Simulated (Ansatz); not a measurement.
# C2H5ClSn: small, medium and large basis sets

Aim: see how fast density functionals converge with the basis set for C2H5ClSn.

The runs use Ansatz 0.2.0, Gaussian basis; one geometry, several basis sets.

Plan: PBE0-D4/def2-SVP; ωB97M-V/def2-SVP; PBE0-D4/def2-QZVPP; ωB97M-V/def2-QZVPP; the functionals' def2-TZVPP values are taken from earlier runs.

1 further run of the same task is left out (for a known fault of the program).

## (1) Structure used throughout

The geometry comes from an earlier relaxation with PBE0-D4 in a triple-zeta def2 set; it is a stationary point, not always the lowest conformer. Sn takes the def2 core potential; no spin-orbit term is included.

SMILES `C[CH2][Sn][Cl]`, 9 atoms, charge 0, spin multiplicity 1.

Atoms are counted from 1 here; the program's logs count them from 0.

Bond lengths: C1–C2 1.524 Å, C1–H5 1.092 Å, C1–H6 1.094 Å, C1–H7 1.095 Å, C2–Sn3 2.191 Å, C2–H8 1.095 Å, C2–H9 1.097 Å, Sn3–Cl4 2.384 Å. Angles: C2–C1–H5 111.2°, C2–C1–H6 111.6°, C2–C1–H7 112.0°, H5–C1–H6 107.6°, H5–C1–H7 107.4°, H6–C1–H7 106.8°, C1–C2–Sn3 114.1°, C1–C2–H8 111.3°, C1–C2–H9 110.4°, Sn3–C2–H8 107.8°, Sn3–C2–H9 105.8°, H8–C2–H9 106.9°, C2–Sn3–Cl4 94.2°.

Geometry (Å):

| atom | x (Å) | y (Å) | z (Å) |
| --- | --- | --- | --- |
| C1 | -0.34513 | 0.91866 | 0.04243 |
| C2 | 0.29521 | -0.31060 | 0.67653 |
| Sn3 | 1.50810 | -1.50234 | -0.70581 |
| Cl4 | -0.27786 | -1.85667 | -2.24432 |
| H5 | -0.98098 | 0.64179 | -0.80132 |
| H6 | -0.96643 | 1.46453 | 0.75921 |
| H7 | 0.40372 | 1.62520 | -0.32906 |
| H8 | 0.92796 | -0.03630 | 1.52724 |
| H9 | -0.47618 | -0.99057 | 1.05800 |

## (2) PBE0-D4 in def2-SVP

Contents of in.yaml:

```yaml
crystal:
  periodic: [false, false, false]
  atoms:
    - {symbol: C, position_ang: [-0.345127, 0.918657, 0.042429]}
    - {symbol: C, position_ang: [0.295208, -0.310598, 0.676533]}
    - {symbol: Sn, position_ang: [1.508100, -1.502342, -0.705813]}
    - {symbol: Cl, position_ang: [-0.277865, -1.856667, -2.244325]}
    - {symbol: H, position_ang: [-0.980978, 0.641793, -0.801316]}
    - {symbol: H, position_ang: [-0.966433, 1.464531, 0.759207]}
    - {symbol: H, position_ang: [0.403717, 1.625197, -0.329062]}
    - {symbol: H, position_ang: [0.927957, -0.036299, 1.527245]}
    - {symbol: H, position_ang: [-0.476178, -0.990573, 1.058001]}
basis:
  gaussian: {orbitals: def2-SVP}
hamiltonian: {xc: pbe0, dispersion: d4}
output: {orbitals: {seedname: orbitals}}
```

The run is started by

```sh
$ ansatz run in.yaml --threads 4 --pin off --events-out ev --progress --plain --max-ram 10444MiB
```

Further steps of the session: ωB97M-V in def2-SVP; PBE0-D4 in def2-QZVPP; ωB97M-V in def2-QZVPP.

Before running them: what should the planned runs give, taken together? Wanted: PBE0-D4: double and triple zeta above quadruple; ωB97M-V: double and triple zeta above quadruple.

The runs gave:

```
                                       quantity          value
PBE0-D4: double and triple zeta above quadruple  7.46, 0.54 eV
ωB97M-V: double and triple zeta above quadruple  7.59, 0.53 eV
```

In words: PBE0-D4 gains 6.92 eV from double to triple zeta, then 0.54 eV more. These are total energies; as a rule much of such shifts cancels in differences, which this series doesn't test.
